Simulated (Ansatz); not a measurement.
# Ta3N: the cost of one run

Method: DFT LDA, scalar-relativistic, plane waves, PAW, in Ansatz 0.2.0.

29 further runs of the same task are left out: 29 set aside as unsound or not needed. Runs told in other sessions of the task aren't counted.

### Step 1. The structure to begin with

Symmetry: P3m1, No. 156, trigonal system. The conventional cell has a = 2.927 Å, b = 2.927 Å, c = 21.780 Å, α = 90.00°, β = 90.00°, γ = 120.00°. Ta (site symmetry 3m) has 9 Ta at 2.93 Å in its first shell of neighbours. Around Ta (site symmetry 3m) lie 12 Ta at 2.93 Å. Around Ta (site symmetry 3m) lie 1 N at 1.92 Å. N (site symmetry 3m) has 1 Ta at 1.92 Å in its first shell of neighbours.

As a file:

```cif
data_structure
_symmetry_space_group_name_H-M 'P 1'
_symmetry_Int_Tables_number 1
_cell_length_a 2.9274
_cell_length_b 2.9274
_cell_length_c 21.7804
_cell_angle_alpha 90.000
_cell_angle_beta 90.000
_cell_angle_gamma 120.000
_cell_volume 161.65
loop_
_atom_site_label
_atom_site_type_symbol
_atom_site_fract_x
_atom_site_fract_y
_atom_site_fract_z
_atom_site_occupancy
Ta1 Ta 0.66667 0.33333 0.18365 1
Ta2 Ta 0.33333 0.66667 0.29339 1
Ta3 Ta 0.00000 0.00000 0.40313 1
N1 N 0.00000 0.00000 0.49129 1
```

This is the geometry of the first run shown, built on a cell relaxed beforehand with the same method.

### Step 2. The scan

Atoms count from 1 in the order of the input.

N is moved along a line over the surface and along the normal, above a rigid substrate.

The axes are (1) position of N4 along the long diagonal of the hexagonal surface cell, from above Ta3: 9 values from 0.00 to 4.51 Å, periodic; (2) height of N4 above the plane of Ta3: 8 values from 1.27 to 4.17 Å.

Nothing else is relaxed. Points are written as (first, second).

### Step 3. The run at (0.00 Å, 1.92 Å)

The cell repeats along c, and a dipole correction in the vacuum removes the field between the copies.

Contents of input.yaml:

```yaml
crystal:
  lattice:
    - [2.9274048678, 0.0, 0.0]
    - [-1.4637024339, 2.5352069827, 0.0]
    - [0.0, 0.0, 21.7804321296]
  atoms:
    - { symbol: Ta, position: [0.6666666667, 0.3333333333, 0.1836510853] }
    - { symbol: Ta, position: [0.3333333333, 0.6666666667, 0.293392529] }
    - { symbol: Ta, position: [0.0, 0.0, 0.4031339726] }
    - { symbol: "N", position: [0.0, 0.0, 0.4912864936], spin: 3.0 }
basis:
  ecutwfc: 420
kpoints:
  mp_grid: { grid: [9, 9, 1] }
hamiltonian:
  xc: lda
  pseudopotentials: { kind: paw, azcp: { folder: soft_1 } }
scf:
  occupations: { method: gaussian, width: 0.1 }
output:
  forces: true
  eigenvalues: true
  populations: true
magnetization:
  spin_polarized: true
efield:
  axis: 3
  dipole_correction: true
  ramp_width: 0.04
```

Started as:

```console
$ ansatz run input.yaml --threads 1 --pin off --max-ram 3072MiB --backend cpu --events-out ev --progress --plain --runs-dir out
```

What time and memory should one allow on 1 thread of Arm Neoverse V2, shared host?

About 21 s, with a peak of 0.37 GiB.
